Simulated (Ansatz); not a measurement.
# RbVS2: the cost of one run

Method: DFT PBE, scalar-relativistic, plane waves, PAW, in Ansatz 0.2.0.

1 further run of the same task is left out (it didn't finish).

### 1 Starting point

Symmetry: P-3m1, No. 164, trigonal system. Conventional cell: a = 3.331 Å, b = 3.331 Å, c = 7.411 Å, α = 90.00°, β = 90.00°, γ = 120.00°. Around Rb (site symmetry -3m) lie 6 S at 2.91 Å and 6 Rb at 3.33 Å. V (site symmetry -3m) has 6 S at 2.45 Å in its first shell of neighbours. S (site symmetry 3m) is surrounded by 3 V at 2.45 Å and 3 Rb at 2.91 Å.

Structure file:

```
CELL_PARAMETERS angstrom
3.33108 0.00000 0.00000
-1.66554 2.88480 0.00000
0.00000 0.00000 7.41073
ATOMIC_POSITIONS crystal
Rb 0.00000 0.00000 0.50000
V 0.00000 0.00000 0.00000
S 0.66667 0.33333 0.79469
S 0.33333 0.66667 0.20531
```

Recipe of the guess: Rb between sheets of the TiI2 type, stage 1 (P-3m1, No. 164). Lengths come from tabulated atomic sizes and are only a guess.

### 2 A first look at the guess

Contents of input.yaml:

```yaml
crystal:
  lattice:
    - [3.33108197, 0.0, 0.0]
    - [-1.66554098, 2.8848016, 0.0]
    - [0.0, 0.0, 7.41072817]
  atoms:
    - { symbol: Rb, position: [0.0, 0.0, 0.5] }
    - { symbol: V, position: [0.0, 0.0, 0.0], spin: 2.0 }
    - { symbol: S, position: [0.66666667, 0.33333333, 0.79469373] }
    - { symbol: S, position: [0.33333333, 0.66666667, 0.20530627] }
basis:
  ecutwfc: 420
kpoints:
  mp_grid: { grid: [6, 6, 4] }
hamiltonian:
  xc: pbe
scf:
  occupations: { method: gaussian, width: 0.1 }
  lower_state_search: "off"
output:
  forces: true
  stress: true
  eigenvalues: true
  populations: true
magnetization:
  spin_polarized: true
```

The run is started by

```
> ansatz run input.yaml --threads 1 --pin off --max-ram 2560MiB --backend cpu --events-out ev --progress --plain --runs-dir out
```

Q: Estimate wall time and peak memory on 1 thread of Intel Xeon at 2.50GHz (Skylake/Cascade Lake), shared host.

About 17 s, with a peak of 0.41 GiB.
